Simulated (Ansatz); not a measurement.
# BFH6OSi: the cost of one run

Program: Ansatz 0.2.0. Level of theory: RKS BHLYP/def2-SVP. These are calculated values, not measurements.

## (1) Starting point

Bond lengths: B1–F2 1.678 Å, B1–H3 1.163 Å, B1–H4 1.162 Å, B1–O6 1.744 Å, O6–Si7 1.621 Å, Si7–H8 1.462 Å, Si7–H9 1.463 Å, Si7–H10 1.460 Å. Angles: F2–B1–H3 108.8°, F2–B1–H4 108.7°, F2–B1–O6 83.3°, H3–B1–H4 126.4°, H3–B1–O6 110.0°, H4–B1–O6 111.3°, B1–O6–Si7 136.7°, O6–Si7–H8 101.5°, O6–Si7–H9 111.2°, O6–Si7–H10 108.1°, H8–Si7–H9 111.3°, H8–Si7–H10 113.5°, H9–Si7–H10 110.9°.

As a file:

```xyz
10

B    -1.5569    0.1600   -0.1208
F    -1.6637   -1.5095    0.0126
H    -2.2095    0.6455    0.7103
H    -1.5533    0.4434   -1.2479
H    -0.5482   -1.2103    0.3463
O     0.0633   -0.1012    0.4707
Si    1.5633    0.3238    0.0268
H     2.3762   -0.5042    0.9165
H     1.8126   -0.0038   -1.3776
H     1.7162    1.7562    0.2630
```

## (2) Pulling towards end A

Springs on the bonds that form and break draw the guess towards this end; the thresholds are loose.

The input, input.yaml:

```yaml
crystal:
  periodic: [false, false, false]
  atoms:
    - { symbol: B, position_ang: [-1.5569, 0.16, -0.1208] }
    - { symbol: F, position_ang: [-1.6637, -1.5095, 0.0126] }
    - { symbol: H, position_ang: [-2.2095, 0.6455, 0.7103] }
    - { symbol: H, position_ang: [-1.5533, 0.4434, -1.2479] }
    - { symbol: H, position_ang: [-0.5482, -1.2103, 0.3463] }
    - { symbol: O, position_ang: [0.0633, -0.1012, 0.4707] }
    - { symbol: Si, position_ang: [1.5633, 0.3238, 0.0268] }
    - { symbol: H, position_ang: [2.3762, -0.5042, 0.9165] }
    - { symbol: H, position_ang: [1.8126, -0.0038, -1.3776] }
    - { symbol: H, position_ang: [1.7162, 1.7562, 0.263] }
basis:
  gaussian: { orbitals: def2-SVP }
hamiltonian:
  xc: { name: BHLYP }
relax:
  f_tol: 0.15
  max_steps: 25
  restrain:
    - { distance: [0, 5], at: 2.8, k: 30.0 }
    - { distance: [4, 1], at: 2.18, k: 30.0 }
    - { distance: [0, 1], at: 1.41, k: 30.0 }
    - { distance: [4, 5], at: 0.97, k: 30.0 }
output:
  orbitals: {}
```

Launch:

```sh
$ ansatz run input.yaml --threads 2 --pin off --max-ram 3072MiB --backend cpu --events-out ev --progress --plain --runs-dir out
```

**Question.** How long does this run take on 2 threads of Arm Neoverse V2, shared host, and how much memory does it need?

About 15 s, with a peak of 0.17 GiB.
